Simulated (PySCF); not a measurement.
# H2S2Y (Y(SH)2+): the cost of one run

Method: PBE0, Y def2-SVP with ECP28, S def2-SVP, H def2-SVP; scalar-relativistic core potentials, no spin–orbit coupling; program: PySCF 2.14.0.

1 further run of the same task is left out (for a known fault of the program).

## (1) Starting geometry

5 atoms, charge 1, spin multiplicity 1.

Bond lengths: Y1–S2 2.660 Å, Y1–S4 2.660 Å, S2–H3 1.341 Å, S4–H5 1.341 Å. Angles: S2–Y1–S4 131.8°, Y1–S2–H3 104.2°, Y1–S4–H5 104.2°.

Geometry (Å):

```csv
atom,x (Å),y (Å),z (Å)
Y1,0.0000,0.0000,0.0000
S2,2.4280,0.0000,1.0866
H3,3.2421,-0.3365,0.0752
S4,-2.4280,0.0000,1.0866
H5,-3.2421,0.3365,0.0752
```

Formal oxidation states: Y +3.

## (2) SCF at the start, singlet

Contents of run.py (the lines that set the calculation):

```python
mol = gto.M(atom='''
Y      0.00000     0.00000     0.00000
S      2.42800     0.00000     1.08660
H      3.24210    -0.33650     0.07520
S     -2.42800     0.00000     1.08660
H     -3.24210     0.33650     0.07520''',
    basis={'Y': 'def2-SVP', 'S': 'def2-SVP', 'H': 'def2-SVP'},
    ecp={'Y': 'def2-SVP'},
    charge=1, spin=0)
mf = dft.RKS(mol, xc='PBE0')
mf.grids.atom_grid = (50, 194)
mf = mf.density_fit()  # fitting sets: Y def2-universal-JKFIT, S def2-universal-JKFIT, H def2-universal-JKFIT
mf.conv_tol = 1e-08; mf.max_cycle = 55
mf.kernel(dm0)  # dm0: free metal ions and neutral atoms
```

Command:

```console
$ OMP_NUM_THREADS=2 python run.py
```

What time and memory should one allow on 2 threads of Arm Neoverse V2, shared host?

About 1.4 s, with a peak of 0.34 GiB.
